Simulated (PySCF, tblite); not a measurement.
# C₅H₉BClN: geometry, infrared bands and NMR shifts

What infrared bands and NMR shifts should C₅H₉BClN (`[BH3-][N+]#CC[C@@H]1C[C@@H]1Cl`) show?

Computed with tblite 0.8.0 and PySCF 2.14.0, with density-fitted response routines of our own, on a single molecule in the gas phase. Atoms count from 0, in the outputs and in this text.

### Step 1. The molecule as given

17 atoms, charge 0, multiplicity 1; geometry from: force field or distance geometry start.

Bonds of the start (Å): B0–N1 1.51, N1–C2 1.16, C2–C3 1.47, C3–C4 1.48, C4–C5 1.49, C5–C6 1.50, C6–Cl7 1.80, C6–C4 1.53, B0–H8 1.18, B0–H9 1.20, B0–H10 1.18, C3–H11 1.13, C3–H12 1.12, C4–H13 1.12, C5–H14 1.10, C5–H15 1.11, C6–H16 1.10.

### Step 2. Geometry optimisation with GFN2-xTB

The job: settings as JSON, then the geometry in Å.

```
{"job": {"kind": "relax", "xc": "GFN2-xTB", "basis": "xTB"}, "charge": 0, "multiplicity": 1}
B      3.353900     0.792900    -0.232400
N      2.006100     0.175900     0.053100
C      0.988700    -0.324000     0.313600
C     -0.323700    -0.908600     0.604400
C     -1.249800    -0.778800    -0.540400
C     -1.667300     0.526500    -1.131800
C     -2.579800    -0.130800    -0.142200
Cl    -2.586900     0.682600     1.466200
H      3.706400     0.490900    -1.316100
H      4.154300     0.353100     0.543600
H      3.198800     1.953400    -0.053100
H     -0.239000    -2.017600     0.817200
H     -0.760400    -0.460600     1.532300
H     -1.324400    -1.664500    -1.229400
H     -1.213100     1.473800    -0.789900
H     -1.974300     0.476100    -2.201800
H     -3.496400    -0.628200    -0.494800
```

The run is started by

```sh
$ OMP_NUM_THREADS=1 python probes_run.py task.json out
```

One launch serves the whole session: the jobs run in the order shown.

**Question.** This job is followed by: GFN2-xTB harmonic vibrations, gas phase; GIAO PBE0/pcSseg-1 NMR shielding, non-relativistic, gas phase. Predict these results of the whole session: strongest single infrared mode (GFN2-xTB); zero-point energy (GFN2-xTB); 13C shifts against TMS (PBE0/pcSseg-1); 1H shifts against TMS (PBE0/pcSseg-1, means over atoms taken as alike); 11B shifts against BF3·OEt2 (PBE0/pcSseg-1); 15N shifts against NH3 (PBE0/pcSseg-1); 35Cl shifts against HCl (PBE0/pcSseg-1); surface potential, 1st and 99th percentile.

As calculated:

| quantity | value |
| --- | --- |
| strongest single infrared mode (GFN2-xTB) | 2442 cm⁻¹, 278 km/mol |
| zero-point energy (GFN2-xTB) | 80.1 kcal/mol |
| 13C shifts against TMS (PBE0/pcSseg-1) | 115.7, 40.3, 19.9, 17.9, 17.4 ppm |
| 1H shifts against TMS (PBE0/pcSseg-1, means over atoms taken as alike) | 3.31, 2.99, 2.53, 1.87, 1.32, 1.28, 0.60 ppm |
| 11B shifts against BF3·OEt2 (PBE0/pcSseg-1) | -43.7 ppm |
| 15N shifts against NH3 (PBE0/pcSseg-1) | 237.5 ppm |
| 35Cl shifts against HCl (PBE0/pcSseg-1) | 92 ppm |
| surface potential, 1st and 99th percentile | -1.58 V and 1.69 V |

Over 118 steps the energy fell by 0.537 eV; of the close pairs, B0–N1 changed most, 1.510 to 1.463 Å. All 45 modes are real, so the xTB geometry is a minimum. The strongest single mode, at 2442 cm⁻¹, moves mainly H10 and H9. Unscaled tight-binding wavenumbers are off by several per cent, some by more. Its intensities can rank the bands wrongly. H16 (hydrogen on a three-membered-ring carbon bearing a halogen) lies farthest downfield among hydrogen, at 3.31 ppm; its carbon carries Cl, hence the downfield position. At PBE0/pcSseg-1: The largest span, 445 ppm, is at N1, where the paramagnetic term is -300 ppm. By nearest atom (PBE0/pcSseg-1), the HOMO sits on H8 40 %; H9 19 % and the LUMO on C2 33 %; N1 27 %.
